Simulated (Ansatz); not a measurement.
# W8C8Cl: the cost of one run

Program: Ansatz 0.2.0. Level of theory: DFT PBE+D3(BJ), plane waves, PAW, scalar-relativistic, no spin polarisation. These are calculated values, not measurements.

The COD cell was measured well above room temperature, so it is larger than a cold one.

1 further run of the same task is left out (it didn't finish).

## Step 1: The structure to begin with

The cell holds 17 atoms (C8ClW8): a = 5.785 Å, b = 5.660 Å, c = 17.175 Å, α = 90.00°, β = 90.00°, γ = 90.00°.

Coordinates:

```xyz
17
Lattice="5.7847 0.0000 0.0000 0.0000 5.6597 0.0000 0.0000 0.0000 17.1747" Properties=species:S:1:pos:R:3 pbc="T T T"
W     0.0000    0.0000    1.0000
C     0.0000    1.4149    2.6699
W     1.4462    0.0000    3.5048
C     1.4462    1.4149    5.1747
W     0.0000    2.8299    1.0000
C     0.0000    4.2448    2.6699
W     1.4462    2.8299    3.5048
C     1.4462    4.2448    5.1747
W     2.8923    0.0000    1.0000
C     2.8923    1.4149    2.6699
W     4.3385    0.0000    3.5048
C     4.3385    1.4149    5.1747
W     2.8923    2.8299    1.0000
C     2.8923    4.2448    2.6699
W     4.3385    2.8299    3.5048
C     4.3385    4.2448    5.1747
Cl    2.9816   -0.0314    5.8547
```

## Step 2: Relaxing end A

Contents of input.yaml:

```yaml
crystal:
  lattice:
    - [5.78468, 0.0, 0.0]
    - [0.0, 5.65972, 0.0]
    - [0.0, 0.0, 17.174733]
  atoms:
    - { symbol: W, position: [0.0, 0.0, 0.0582251] }
    - { symbol: C, position: [0.0, 0.25, 0.1554547] }
    - { symbol: W, position: [0.25, 0.0, 0.2040695] }
    - { symbol: C, position: [0.25, 0.25, 0.3012992] }
    - { symbol: W, position: [0.0, 0.5, 0.0582251] }
    - { symbol: C, position: [0.0, 0.75, 0.1554547] }
    - { symbol: W, position: [0.25, 0.5, 0.2040695] }
    - { symbol: C, position: [0.25, 0.75, 0.3012992] }
    - { symbol: W, position: [0.5, 0.0, 0.0582251] }
    - { symbol: C, position: [0.5, 0.25, 0.1554547] }
    - { symbol: W, position: [0.75, 0.0, 0.2040695] }
    - { symbol: C, position: [0.75, 0.25, 0.3012992] }
    - { symbol: W, position: [0.5, 0.5, 0.0582251] }
    - { symbol: C, position: [0.5, 0.75, 0.1554547] }
    - { symbol: W, position: [0.75, 0.5, 0.2040695] }
    - { symbol: C, position: [0.75, 0.75, 0.3012992] }
    - { symbol: Cl, position: [0.5154363, -0.0055449, 0.3408922] }
basis:
  ecutwfc: 420.0
kpoints:
  mp_grid: { grid: [4, 4, 1] }
hamiltonian:
  xc: pbe
  dispersion: d3bj
  pseudopotentials: { kind: paw, azcp: { folder: soft_1 } }
scf:
  occupations: { method: gaussian, width: 0.1 }
  lower_state_search: "off"
relax:
  f_tol: 0.03
  max_steps: 60
  adjacent_minimum: "off"
  constraints: [{ sites: [0, 4, 8, 12] }]
```

Run with:

```bash
ansatz run input.yaml --threads 4 --pin off --max-ram 10240MiB --backend cpu --events-out ev --progress --plain --runs-dir out
```

What time and memory should one allow on 4 threads of Arm Neoverse V1, shared host?

About 3.7 min, with a peak of 1.3 GiB.
